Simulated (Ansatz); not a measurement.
# BClH5NOSi: a ladder of functionals and wavefunction methods

One table from this session's results is given with a row withheld; the runs are named, their logs left out.

Computed with Ansatz 0.2.0, Gaussian basis. Level: functionals in def2-TZVPP, the program's frozen cores in correlated methods.

Plan: LDA (SPW92), PBE-D4, revPBE-D4, BLYP-D4, r2SCAN-D4, B97M-V, PBE0-D4, B3LYP-D4, r2SCANh-D4, r2SCAN0-D4, HSE06-D4, BHLYP-D4, CAM-B3LYP-D4, LC-ωPBE, ωB97X-V, ωB97M-V, B2PLYP, PBE-QIDH; CCSD(T)/def2-SVP; CCSD(T)/def2-TZVPP; MP2/def2-QZVPP; extrapolation to the limit; RPA on PBE.

**The relaxed structure**

The geometry comes from an earlier relaxation with PBE0-D4 in a triple-zeta def2 set; it is a stationary point, not always the lowest conformer.

SMILES `NB(O)[SiH2]Cl`, 10 atoms, charge 0, spin multiplicity 1.

Atoms are counted from 1 here; the program's logs count them from 0.

Bond lengths: N1–B2 1.394 Å, N1–H6 1.005 Å, N1–H7 1.007 Å, B2–O3 1.374 Å, B2–Si4 2.031 Å, O3–H8 0.957 Å, Si4–Cl5 2.076 Å, Si4–H9 1.488 Å, Si4–H10 1.488 Å. Angles: B2–N1–H6 122.5°, B2–N1–H7 122.6°, H6–N1–H7 114.9°, N1–B2–O3 118.2°, N1–B2–Si4 118.1°, O3–B2–Si4 123.7°, B2–O3–H8 114.9°, B2–Si4–Cl5 108.8°, B2–Si4–H9 113.4°, B2–Si4–H10 113.4°, Cl5–Si4–H9 107.0°, Cl5–Si4–H10 107.0°, H9–Si4–H10 107.0°.

The first run:

Contents of in.yaml:

```yaml
crystal:
  periodic: [false, false, false]
  atoms:
    - {symbol: N, position_ang: [-1.083788, -1.190477, -0.353400]}
    - {symbol: B, position_ang: [0.103353, -0.663653, 0.153174]}
    - {symbol: O, position_ang: [0.999061, -1.525934, 0.737061]}
    - {symbol: Si, position_ang: [0.411523, 1.337259, -0.013815]}
    - {symbol: Cl, position_ang: [-1.224000, 2.189643, -0.965915]}
    - {symbol: H, position_ang: [-1.783818, -0.619707, -0.793286]}
    - {symbol: H, position_ang: [-1.305472, -2.172086, -0.306735]}
    - {symbol: H, position_ang: [1.796974, -1.114373, 1.067932]}
    - {symbol: H, position_ang: [0.556155, 2.023828, 1.298815]}
    - {symbol: H, position_ang: [1.613112, 1.684201, -0.820732]}
basis:
  gaussian: {orbitals: def2-TZVPP}
hamiltonian: {xc: lda}
output: {orbitals: {seedname: orbitals}}
```

Started as:

```sh
$ ansatz run in.yaml --threads 4 --pin off --events-out ev --progress --plain --max-ram 10444MiB
```

Steps of the session up to this table: LDA; PBE-D4 (GGA); revPBE-D4 (GGA); BLYP-D4 (GGA); r2SCAN-D4 (meta-GGA); B97M-V (meta-GGA); PBE0-D4 (hybrid); B3LYP-D4 (hybrid); r2SCANh-D4 (hybrid); r2SCAN0-D4 (hybrid); HSE06-D4 (hybrid); BHLYP-D4 (hybrid); CAM-B3LYP-D4 (range-separated); LC-ωPBE (range-separated); ωB97X-V (range-separated); ωB97M-V (range-separated); B2PLYP (double hybrid); PBE-QIDH (double hybrid).

One table of the session follows, with a row left open; its other results are not shown here.

It belongs to the step «Orbital energies across the functionals». 

| functional | HOMO (eV) | gap (eV) |
| --- | --- | --- |
| LDA (SPW92) | -6.76 | 5.36 |
| PBE-D4 | -6.65 | 5.52 |
| revPBE-D4 | -6.60 | 5.59 |
| BLYP-D4 | -6.54 | 5.53 |
| r2SCAN-D4 | -6.94 | 6.21 |
| B97M-V | -7.05 | 6.15 |
| PBE0-D4 | -7.96 | 7.68 |
| B3LYP-D4 | ? | ? |
| r2SCANh-D4 | -7.42 | 6.97 |
| r2SCAN0-D4 | -8.15 | 8.11 |
| HSE06-D4 | -7.56 | 6.91 |
| BHLYP-D4 | -9.20 | 9.76 |
| CAM-B3LYP-D4 | -9.34 | 10.02 |
| LC-ωPBE | -10.66 | 12.56 |
| ωB97X-V | -10.32 | 12.07 |
| ωB97M-V | -10.11 | 11.52 |

Estimate the missing values for B3LYP-D4.

Worked estimate for «HOMO (eV)». Against the share of exact exchange, BLYP-D4 (0, -6.54), BHLYP-D4 (0.5, -9.20) give a slope of -5.32 per unit share; at 0.2 the line stands at -7.60.

**Answer.** HOMO (eV): -7.76; gap (eV): 7.25. In «HOMO (eV)» the line misses by +0.16.
